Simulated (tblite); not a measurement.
# C6H11ClGe: the cost of one run

Programs: tblite 0.8.0 and PySCF 2.14.0, with density-fitted response routines of our own. Each step states its level of theory. These are calculated values for one molecule in the gas phase, unless marked as measured. Atoms are numbered from 0 throughout.

## Step 1: The molecule as given

19 atoms, charge 0, multiplicity 1; geometry from: force field or distance geometry start.

Bonds of the start (Å): C0–C1 1.32, C1–C2 1.52, C1–C3 1.52, C3–C4 1.53, C4–C5 1.52, C5–Cl6 1.79, C5–Ge7 1.94, Ge7–C3 1.96, C0–H8 1.09, C0–H9 1.08, C2–H10 1.11, C2–H11 1.10, C2–H12 1.11, C3–H13 1.10, C4–H14 1.12, C4–H15 1.11, C5–H16 1.11, Ge7–H17 1.54, Ge7–H18 1.56.

## Step 2: Relaxing the molecule with GFN2-xTB

The job: settings as JSON, then the geometry in Å.

```
{"job": {"kind": "relax", "xc": "GFN2-xTB", "basis": "xTB"}, "charge": 0, "multiplicity": 1}
C     -2.202100     1.132600    -0.473000
C     -1.228700     0.276600    -0.199900
C     -1.571000    -1.169000     0.105000
C      0.214200     0.765500    -0.177500
C      1.169800    -0.071300    -1.032300
C      2.073600    -0.561000     0.090700
Cl     3.745500     0.062900    -0.048400
Ge     1.123700     0.365100     1.508800
H     -3.241400     0.805600    -0.490300
H     -2.005200     2.177700    -0.682900
H     -2.253600    -1.215400     0.984000
H     -0.683200    -1.779200     0.317300
H     -2.104900    -1.607100    -0.764000
H      0.315500     1.842100    -0.399500
H      1.706000     0.583800    -1.765900
H      0.672900    -0.916300    -1.548400
H      2.045000    -1.659800     0.223300
H      1.885400     1.574000     2.074000
H      0.328700    -0.597600     2.436300
```

Run with:

```sh
> OMP_NUM_THREADS=1 python probes_run.py task.json out
```

One launch serves the whole session: the jobs run in the order shown.

**Question.** How long does this first job take on 1 thread of Arm Neoverse V1, shared host, and how much memory does it need?

About 1.6 s, with a peak of 0.18 GiB.
